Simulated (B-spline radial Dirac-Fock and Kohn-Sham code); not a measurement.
# Muonic Ag

Aim: the levels and X-ray lines of a negative muon bound to a nucleus of Ag.

Method: Dirac equation of a negative muon with reduced mass around a spherical finite nucleus, Uehling potential to all orders; no nuclear polarisation, deformation, self-energy or electron screening; computed with B-spline radial Dirac-Fock and Kohn-Sham code, version 3.

### 1 The system

Atomic silver, configuration [Kr] 4d10 5s1.

```
nuclear charge     : 47
electrons          : 47
mass number        : 101
nuclear rms radius : 4.4799 fm
```

### 2 A = 101, fermi nucleus

Recorded inputs:

```ini
task = muonic
Z = 47
charge = 0
configuration = 1s2 2s2 2p6 3s2 3p6 3d10 4s2 4p6 4d10 5s1
mass_number = 101
rms_radius = 4.4799  # fm
nuclear_model = fermi
atomic_mass = 100.912684  # u
radius_from = measured
```

Results of the run (chosen fields of its result record, rounded):

```text
{
  "status": "converged",
  "levels": ["1s1/2", "2s1/2", "2p1/2", "2p3/2", "3s1/2", "3p1/2", "3p3/2", "3d3/2", "3d5/2", "4d3/2", "4d5/2", "4f5/2", "4f7/2", "5f5/2", "5f7/2", "5g7/2", "5g9/2", "6g7/2", "6g9/2", "6h9/2", "6h11/2"],
  "binding [keV]": [4769.288, 1377.654, 1600.956, 1563.614, 639.3363, 706.8265, 696.3103, 698.813, 694.1725, 392.4932, 390.5359, 390.3776, 389.4098, 249.7279, 249.232, 249.1582, 248.8629, 172.9989, 172.8279, 172.7917, 172.6782],
  "point_nucleus_binding [keV]": [6401.583, 1612.717, 1612.717, 1563.439, 711.2201, 711.2201, 696.5851, 696.5851, 691.9837, 391.5863, 389.6403, 389.6403, 388.6805, 249.376, 248.8839, 248.8839, 248.5902, 172.853, 172.683, 172.683, 172.5699],
  "vacuum_polarisation [keV]": [33.05, 6.9147, 8.9621, 8.3675, 2.3384, 2.7842, 2.6393, 2.2554, 2.1988, 0.92344, 0.90168, 0.73727, 0.72928, 0.35189, 0.34813, 0.2743, 0.27266, 0.14587, 0.14499, 0.10873, 0.10831],
  "mean_radius [fm]": [10.59, 36.71, 26.22, 27.04, 79.24, 66.28, 67.38, 56.19, 56.77, 112.8, 113.5, 97.23, 97.63, 170.4, 170.9, 149.1, 149.4, 238.8, 239.1, 211.9, 212.1]
}
```

### 3 A = 103, fermi nucleus

Settings, as recorded:

```ini
task = muonic
mass_number = 103
rms_radius = 4.5036  # fm
nuclear_model = fermi
atomic_mass = 102.908961  # u
```

Results of the run (chosen fields of its result record, rounded):

```text
{
  "status": "converged",
  "levels": ["1s1/2", "2s1/2", "2p1/2", "2p3/2", "3s1/2", "3p1/2", "3p3/2", "3d3/2", "3d5/2", "4d3/2", "4d5/2", "4f5/2", "4f7/2", "5f5/2", "5f7/2", "5g7/2", "5g9/2", "6g7/2", "6g9/2", "6h9/2", "6h11/2"],
  "binding [keV]": [4761.009, 1376.376, 1600.76, 1563.513, 638.936, 706.7629, 696.2778, 698.8278, 694.1874, 392.5015, 390.5443, 390.3861, 389.4183, 249.7333, 249.2375, 249.1636, 248.8683, 173.0027, 172.8317, 172.7955, 172.682],
  "point_nucleus_binding [keV]": [6401.722, 1612.753, 1612.753, 1563.473, 711.2356, 711.2356, 696.6003, 696.6003, 691.9988, 391.5948, 389.6488, 389.6488, 388.689, 249.3814, 248.8893, 248.8893, 248.5957, 172.8568, 172.6867, 172.6867, 172.5736],
  "vacuum_polarisation [keV]": [32.933, 6.8981, 8.9576, 8.3654, 2.3337, 2.7828, 2.6386, 2.2555, 2.1989, 0.9235, 0.90174, 0.73731, 0.72932, 0.35191, 0.34815, 0.27431, 0.27267, 0.14588, 0.145, 0.10874, 0.10832],
  "mean_radius [fm]": [10.61, 36.75, 26.22, 27.04, 79.29, 66.29, 67.38, 56.19, 56.77, 112.8, 113.5, 97.23, 97.63, 170.4, 170.9, 149.1, 149.4, 238.7, 239.1, 211.9, 212.1]
}
```

### 4 A = 104, fermi nucleus

Settings, as recorded:

```ini
task = muonic
mass_number = 104
rms_radius = 4.5119  # fm
nuclear_model = fermi
atomic_mass = 103.908624  # u
```

Results of the run (chosen fields of its result record, rounded):

```text
{
  "status": "converged",
  "levels": ["1s1/2", "2s1/2", "2p1/2", "2p3/2", "3s1/2", "3p1/2", "3p3/2", "3d3/2", "3d5/2", "4d3/2", "4d5/2", "4f5/2", "4f7/2", "5f5/2", "5f7/2", "5g7/2", "5g9/2", "6g7/2", "6g9/2", "6h9/2", "6h11/2"],
  "binding [keV]": [4758.126, 1375.932, 1600.695, 1563.481, 638.7976, 706.7426, 696.2683, 698.835, 694.1947, 392.5055, 390.5484, 390.3902, 389.4224, 249.736, 249.2401, 249.1663, 248.871, 173.0045, 172.8336, 172.7973, 172.6838],
  "point_nucleus_binding [keV]": [6401.79, 1612.77, 1612.77, 1563.49, 711.2432, 711.2432, 696.6077, 696.6077, 692.0061, 391.599, 389.6529, 389.6529, 388.6931, 249.3841, 248.8919, 248.8919, 248.5983, 172.8586, 172.6886, 172.6886, 172.5755],
  "vacuum_polarisation [keV]": [32.892, 6.8924, 8.9561, 8.3646, 2.3321, 2.7823, 2.6384, 2.2555, 2.199, 0.92352, 0.90176, 0.73733, 0.72934, 0.35192, 0.34816, 0.27432, 0.27268, 0.14588, 0.145, 0.10874, 0.10832],
  "mean_radius [fm]": [10.62, 36.76, 26.22, 27.04, 79.31, 66.29, 67.39, 56.19, 56.77, 112.8, 113.5, 97.23, 97.62, 170.4, 170.9, 149.1, 149.4, 238.7, 239.1, 211.9, 212.1]
}
```

### 5 A = 105, fermi nucleus

The run's settings:

```ini
task = muonic
mass_number = 105
rms_radius = 4.5269  # fm
nuclear_model = fermi
atomic_mass = 104.906526  # u
```

Results of the run (chosen fields of its result record, rounded):

```text
{
  "status": "converged",
  "levels": ["1s1/2", "2s1/2", "2p1/2", "2p3/2", "3s1/2", "3p1/2", "3p3/2", "3d3/2", "3d5/2", "4d3/2", "4d5/2", "4f5/2", "4f7/2", "5f5/2", "5f7/2", "5g7/2", "5g9/2", "6g7/2", "6g9/2", "6h9/2", "6h11/2"],
  "binding [keV]": [4752.894, 1375.121, 1600.564, 1563.411, 638.5429, 706.6996, 696.245, 698.8419, 694.2018, 392.5094, 390.5524, 390.3943, 389.4265, 249.7386, 249.2427, 249.1689, 248.8736, 173.0063, 172.8353, 172.7991, 172.6856],
  "point_nucleus_binding [keV]": [6401.857, 1612.786, 1612.786, 1563.506, 711.2505, 711.2505, 696.6149, 696.6149, 692.0133, 391.603, 389.657, 389.657, 388.6971, 249.3867, 248.8945, 248.8945, 248.6009, 172.8604, 172.6903, 172.6903, 172.5773],
  "vacuum_polarisation [keV]": [32.818, 6.8819, 8.9532, 8.3632, 2.3292, 2.7814, 2.6379, 2.2556, 2.1991, 0.92355, 0.90179, 0.73735, 0.72936, 0.35193, 0.34817, 0.27433, 0.27269, 0.14589, 0.145, 0.10874, 0.10833],
  "mean_radius [fm]": [10.63, 36.78, 26.23, 27.05, 79.34, 66.3, 67.39, 56.19, 56.77, 112.8, 113.5, 97.23, 97.62, 170.4, 170.9, 149.1, 149.4, 238.7, 239.1, 211.9, 212.1]
}
```

### 6 Tables and plots

X-ray lines of the cascade, in keV:

```
         line  A = 101, fermi  A = 103, fermi  A = 104, fermi  A = 105, fermi
2p3/2 → 1s1/2         3205.67         3197.50         3194.64         3189.48
2p1/2 → 1s1/2         3168.33         3160.25         3157.43         3152.33
3p3/2 → 1s1/2         4072.98         4064.73         4061.86         4056.65
3d5/2 → 2p3/2         869.441         869.325         869.287         869.209
3d3/2 → 2p1/2         902.143         901.932         901.860         901.723
4f7/2 → 3d5/2         304.763         304.769         304.772         304.775
5g9/2 → 4f7/2         140.547         140.550         140.551         140.553
```

### 7 Summary of results

| quantity | value |
| --- | --- |
| 1s binding, A = 101, fermi | 4769.29 keV |
| for a point nucleus | 6401.58 keV |
| vacuum polarisation in 1s | 33.05 keV |
| mean 1s radius, nuclear rms radius | 10.6, 4.480 fm |

**Reading.** With a mean radius of 2.4 times the nuclear rms radius, the 1s level loses 26 % of its point-nucleus binding. (Vacuum polarisation, which the point-nucleus values lack, is taken out for this ratio.) The size effect lifts 2s above 2p1/2, which a point nucleus keeps level. From A = 101 to 105 the 2p3/2 → 1s1/2 line moves by -16.19 keV. Nuclear polarisation, deformation and electron screening are left out.
